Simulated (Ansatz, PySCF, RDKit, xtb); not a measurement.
# Which structure has the formula C4H9Br?

Only the formula C4H9Br is given. Aim: find the structure of lowest free energy at 298.15 K, then its properties.

Plan: many cheap relaxations first (GFN2-xTB), then density-functional screening, relaxation at B3LYP/6-31G*, vibrations and a final energy. The numbers are computed, not measured.

4 further runs of the same task are left out: 4 set aside as unsound or not needed.

### 1 Drawing up candidates

All bonding patterns within simple valence rules are listed by program: one Lewis structure each, at most two rings and one unusual centre or charged pair. O–O, O–halogen and N–halogen bonds and N–N–N chains are not drawn. That gives 4 candidates.

```csv
label,SMILES,spin
c209,CC(C)CBr,singlet
c382,CC(C)(C)Br,singlet
c733,CCCCBr,singlet
c812,CC[C@H](C)Br,singlet
```

Candidates are built by distance geometry, with a force field where one applies, in up to four conformers (letters a to d).

Q: Predict the outcome of this search (final energies at CCSD(T)/def2-SVP + MP2/def2-TZVPP - MP2/def2-SVP).

| quantity | value |
| --- | --- |
| lowest structure found | CC(C)(C)Br, singlet, C3v |
| next finalist | CC[C@H](C)Br, singlet, 1.8 kcal/mol higher in G |
| share at equilibrium, among the finalists | 92.7 % |
| harmonic wavenumbers, lowest and highest (B3LYP/6-31G*) | 244 and 3149 cm⁻¹ |
| rotational constants, same geometry | 0.1498, 0.06593 cm⁻¹ |
| dipole moment (PBE0/def2-SVPD) | 2.58 D |
| HOMO energy (PBE0/def2-SVPD) | -7.72 eV |
| LUMO energy (PBE0/def2-SVPD) | -0.42 eV |
| HOMO–LUMO gap (PBE0/def2-SVPD) | 7.30 eV |
| lowest excitation (TD-CAM-B3LYP/def2-SVPD) | 5.73 eV (f = 0.001) |
| lowest triplet excitation, same level, Tamm-Dancoff | 5.13 eV |
| vertical ionisation energy | 10.00 eV |
| vertical electron affinity | -1.08 eV (unbound: the value depends on the basis) |
| vertical triplet less singlet | +5.22 eV |

The search ends on `CC(C)(C)Br`. The margin, 1.8 kcal/mol, is modest. GFN2-xTB, r2SCAN-D4/def2-SVP, B3LYP/6-31G*, HF/def2-SVP and MP2/def2-SVP already put its bonding pattern lowest among the structures in one piece; HF/STO-3G favours the singlet CCCCBr (c733a, not a finalist). 3 minima inside the window were never screened. The search is not exhaustive (a finite list of starts, one conformer a finalist), so a lower isomer can't be ruled out. Patterns outside the rules of the enumeration were met only by chance.
